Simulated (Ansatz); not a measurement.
# C2H7FOSi: one species, many methods

How much do the methods differ for C2H7FOSi? The plan is to run it at one geometry with functionals of several rungs and with coupled cluster. The yardstick is the atomisation energy at the CCSD(T) limit.

Program: Ansatz 0.2.0, Gaussian basis. Level of theory: functionals in def2-TZVPP, the program's frozen cores in correlated methods. These are calculated values, not measurements.

The runs, in order: PBE-D4, r2SCAN-D4, PBE0-D4, B3LYP-D4, ωB97X-V, ωB97M-V, B2PLYP; CCSD(T)/def2-TZVPP; MP2/def2-QZVPP; extrapolation to the limit.

### Step 1. Structure used throughout

All runs share one geometry, relaxed beforehand with PBE0-D4 in a triple-zeta def2 set.

SMILES `CO[SiH2]CF`, 12 atoms, charge 0, spin multiplicity 1.

Atoms are counted from 1 here; the program's logs count them from 0.

Bond lengths: C1–O2 1.412 Å, C1–H6 1.091 Å, C1–H7 1.096 Å, C1–H8 1.094 Å, O2–Si3 1.637 Å, Si3–C4 1.890 Å, Si3–H9 1.489 Å, Si3–H10 1.484 Å, C4–F5 1.396 Å, C4–H11 1.096 Å, C4–H12 1.097 Å. Angles: O2–C1–H6 108.1°, O2–C1–H7 111.5°, O2–C1–H8 111.2°, H6–C1–H7 108.6°, H6–C1–H8 108.9°, H7–C1–H8 108.5°, C1–O2–Si3 123.7°, O2–Si3–C4 112.1°, O2–Si3–H9 110.4°, O2–Si3–H10 106.9°, C4–Si3–H9 108.0°, C4–Si3–H10 108.0°, H9–Si3–H10 111.4°, Si3–C4–F5 110.3°, Si3–C4–H11 111.6°, Si3–C4–H12 111.2°, F5–C4–H11 107.9°, F5–C4–H12 108.1° and more.

### Step 2. PBE-D4 (GGA)

Contents of in.yaml:

```yaml
crystal:
  periodic: [false, false, false]
  atoms:
    - {symbol: C, position_ang: [-1.096460, -0.001346, 1.565954]}
    - {symbol: O, position_ang: [-0.240060, 0.908826, 0.909110]}
    - {symbol: Si, position_ang: [0.980615, 0.452861, -0.082199]}
    - {symbol: C, position_ang: [0.345150, -0.271941, -1.707788]}
    - {symbol: F, position_ang: [-0.352429, -1.457349, -1.468663]}
    - {symbol: H, position_ang: [-1.672416, 0.550889, 2.309998]}
    - {symbol: H, position_ang: [-0.529471, -0.787928, 2.076805]}
    - {symbol: H, position_ang: [-1.788010, -0.473578, 0.861922]}
    - {symbol: H, position_ang: [1.830243, -0.576554, 0.578767]}
    - {symbol: H, position_ang: [1.759246, 1.675679, -0.397811]}
    - {symbol: H, position_ang: [-0.332188, 0.420152, -2.220071]}
    - {symbol: H, position_ang: [1.172681, -0.495009, -2.391925]}
basis:
  gaussian: {orbitals: def2-TZVPP}
hamiltonian: {xc: pbe, dispersion: d4}
output: {forces: true, orbitals: {seedname: orbitals}}
```

Run with:

```
$ ansatz run in.yaml --threads 4 --pin off --events-out ev --progress --plain --max-ram 10444MiB
```

After this run come: r2SCAN-D4 (meta-GGA); PBE0-D4 (hybrid); B3LYP-D4 (hybrid); ωB97X-V (range-separated); ωB97M-V (range-separated); B2PLYP (double hybrid); CCSD(T) in def2-TZVPP; MP2 in def2-QZVPP.

**Question.** What will the summary of the whole plan be? Wanted: atomisation energy, CCSD(T)/CBS; farthest; mean size of error, hybrid; mean size of error, range-separated; gap, smallest and largest; T1 diagnostic; triples share of the correlation energy.

As calculated:

```
                               quantity                                  value
        atomisation energy, CCSD(T)/CBS                              45.526 eV
    functionals within 0.228 eV (0.5 %)  r2SCAN-D4, B3LYP-D4, ωB97X-V, ωB97M-V
                               farthest                     PBE-D4 (+0.552 eV)
             mean size of error, hybrid                               0.161 eV
    mean size of error, range-separated                               0.081 eV
              gap, smallest and largest   5.99 eV (PBE-D4), 12.90 eV (ωB97X-V)
                          T1 diagnostic                                 0.0112
triples share of the correlation energy                                  3.3 %
```

**Reading.** PBE-D4 misses by +0.552 eV. Double hybrids carry the basis error of their MP2 part in triple zeta, and no dispersion term here, so their miss is partly the set-up's. Misses under about 0.228 eV are within the doubt on the reference itself, which lacks core-valence correlation, relativity and higher excitations. Hartree-Fock recovers 73 % of the binding; the rest is correlation. The gap grows from 6.0 to 12.9 eV across the functionals, mostly with the share of exact exchange.
